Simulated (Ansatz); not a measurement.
# BH4NSiZn: small, medium and large basis sets

One table from this session's results is given with a row withheld; the runs are named, their logs left out.

The runs use Ansatz 0.2.0, Gaussian basis; one geometry, several basis sets.

The runs, in order: PBE0-D4/def2-SVP; ωB97M-V/def2-SVP; PBE0-D4/def2-QZVPP; ωB97M-V/def2-QZVPP; the functionals' def2-TZVPP values are taken from earlier runs.

### The geometry

An earlier PBE0-D4 in a triple-zeta def2 set relaxation fixed the geometry.

SMILES `[BH]1N[SiH2][Zn]1`, 8 atoms, charge 0, spin multiplicity 1.

Atoms are counted from 1 here; the program's logs count them from 0.

Bond lengths: B1–N2 1.394 Å, B1–Zn4 2.116 Å, B1–H5 1.194 Å, N2–Si3 1.818 Å, N2–H6 1.017 Å, Si3–Zn4 2.430 Å, Si3–H7 1.497 Å, Si3–H8 1.497 Å. Angles: N2–B1–Zn4 88.3°, N2–B1–H5 125.2°, Zn4–B1–H5 146.5°, B1–N2–Si3 124.2°, B1–N2–H6 118.2°, Si3–N2–H6 117.6°, N2–Si3–Zn4 70.4°, N2–Si3–H7 106.7°, N2–Si3–H8 106.7°, Zn4–Si3–H7 127.3°, Zn4–Si3–H8 127.3°, H7–Si3–H8 104.4°, B1–Zn4–Si3 77.2°.

The first run:

in.yaml

```yaml
crystal:
  periodic: [false, false, false]
  atoms:
    - {symbol: B, position_ang: [-0.377281, 1.198690, -0.937097]}
    - {symbol: N, position_ang: [-0.037493, 0.513631, 0.228880]}
    - {symbol: Si, position_ang: [0.295541, -1.272358, 0.304695]}
    - {symbol: Zn, position_ang: [-0.243581, -0.638619, -1.978356]}
    - {symbol: H, position_ang: [-0.599615, 2.369515, -1.008364]}
    - {symbol: H, position_ang: [0.029784, 1.042503, 1.095366]}
    - {symbol: H, position_ang: [1.657741, -1.430752, 0.905877]}
    - {symbol: H, position_ang: [-0.632994, -1.839711, 1.333299]}
basis:
  gaussian: {orbitals: def2-SVP}
hamiltonian: {xc: pbe0, dispersion: d4}
output: {orbitals: {seedname: orbitals}}
```

Command:

```console
ansatz run in.yaml --threads 4 --pin off --events-out ev --progress --plain --max-ram 10444MiB
```

Steps of the session up to this table: PBE0-D4 in def2-SVP; ωB97M-V in def2-SVP; PBE0-D4 in def2-QZVPP; ωB97M-V in def2-QZVPP.

One of the session's tables, all rows but one given; the rest of the session is left out.

It belongs to the step «Functionals by basis». 

| functional | basis | HOMO (eV) | LUMO (eV) |
| --- | --- | --- | --- |
| PBE0-D4 | def2-SVP | -5.55 | -1.71 |
| PBE0-D4 | def2-TZVPP | ? | ? |
| PBE0-D4 | def2-QZVPP | -5.72 | -1.95 |
| ωB97M-V | def2-SVP | -7.45 | -0.03 |
| ωB97M-V | def2-TZVPP | -7.65 | -0.31 |
| ωB97M-V | def2-QZVPP | -7.67 | -0.40 |

Q: Estimate the row for PBE0-D4, def2-TZVPP from the others.

**Answer.** HOMO (eV): -5.72; LUMO (eV): -1.93.
